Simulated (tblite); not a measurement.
# BeCl2FLi: the cost of one run

Programs: tblite 0.8.0 and PySCF 2.14.0. All values are calculated, for the isolated system unless a continuum is named. Atoms count from 0, parts from 1.

## 1. The system as given

5 atoms, charge 0, multiplicity 1; geometry: rigid parts in contact. Parts: 1 = atoms 0–2, `[Cl][Be][Cl]`, charge 0; 2 = atoms 3–4, `[Li][F]`, charge 0.

## 2. Docking the parts with GFN2-xTB

What the job is given:

```
{"job": {"kind": "dock", "xc": "GFN2-xTB", "basis": "xTB"}, "charge": 0, "multiplicity": 1, "parts": [{"atoms": "0-2", "charge": 0, "multiplicity": 1}, {"atoms": "3-4", "charge": 0, "multiplicity": 1}]}
Cl     0.299545     1.418971    -1.002260
Be    -0.000063    -0.000074    -0.000163
Cl    -0.299481    -1.418897     1.002423
Li     0.517681    -3.442470    -0.221673
F      1.709084    -3.028700    -1.071106
```

With the program's defaults for keys left out, this is: GFN2-xTB search for minima from random contacts, gas phase.

The run is started by

```bash
OMP_NUM_THREADS=1 python cluster_run.py task.json out
```

The driver reads the jobs from task.json and runs them one after another.

**Question.** How long does this first job take on 1 thread of Arm Neoverse V1, shared host?

About 1.5 s.
